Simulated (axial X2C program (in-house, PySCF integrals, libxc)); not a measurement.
**FYF: the levels of the configuration d0 s1 p(π)0**

Which Ω levels does FYF have in the configuration d0 s1 p(π)0, and how far apart?

Computed with an in-house X2C program for linear molecules on PySCF integrals. Level: two-component X2C, average-of-configuration Hartree–Fock and CI in the open shells.

All values are calculated.

## 1. The job

Contents of task.json:

```json
{"zs": [9, 39, 9], "q": 0, "bas": ["dyall-av3z", "dyall-v3z", "dyall-av3z"], "r0": 2.27, "metal": 1, "shells": [[2, [0, 1, 2], 0], [0, [0], 1], [1, [1], 0]], "fix": 0, "emax": 3.2, "nroots": 6}
```

Keys: zs atomic numbers; q charge; bas basis sets; r0 starting distance in Å; metal index of the metal atom; shells open shells as [l, |m| values, electrons]; fix electron count of the first shell held; emax energy window in eV; nroots roots for each Ω.

Command:

```
$ python soci.py task.json out
```

Two-component X2C with atomic mean-field Coulomb and Gaunt terms, basis F dyall-av3z, Y dyall-v3z (cores contracted in-house). Orbitals come from Hartree–Fock averaged over the configuration Y d0 s1 p(π)0; CI then distributes these electrons over the d, s, p(π) shells of Y.

## 2. CI at F–Y–F held linear, both bonds 2.022 Å

What does the calculation give? Wanted: lowest level of the model; next level; lowest curve, Re and ωe.

The runs gave:

| quantity | value |
| --- | --- |
| lowest level of the model | Ω = 1/2, g∥ = 2.00, 100% s1 |
| next level | Ω = 3/2, 8321 cm⁻¹ higher |
| lowest curve, Re and ωe | 2.019 Å, 559.5 cm⁻¹ |

In words: In the lowest level ⟨Sz⟩ = 0.50 and ⟨Lz⟩ = 0.00; its leading determinant has weight 1.00 among 4. Without dynamic correlation distances can be off by several hundredths of an Å, and the wavenumbers are rough. Dynamic correlation is missing, so gaps between terms are too wide and other configurations may lie lower; the lowest level listed is that of this model, not necessarily the ground state. For d shells the ligand-field splittings (σ, π, δ) and their order can be off by a thousand cm⁻¹ or more. At most 6 roots were kept for each Ω > 0 (twice that for Ω = 0) within 3.2 eV of the lowest, so higher up levels can be missing between those listed; levels with Ω > 0 are doubly degenerate and listed once, Ω = 0 levels singly. Some active spinors are only partly of the character that their shell is named for, so the shell names and counts are nominal. States that fill the shells left empty in the average are placed too high. The molecule was held linear; bending was not examined.
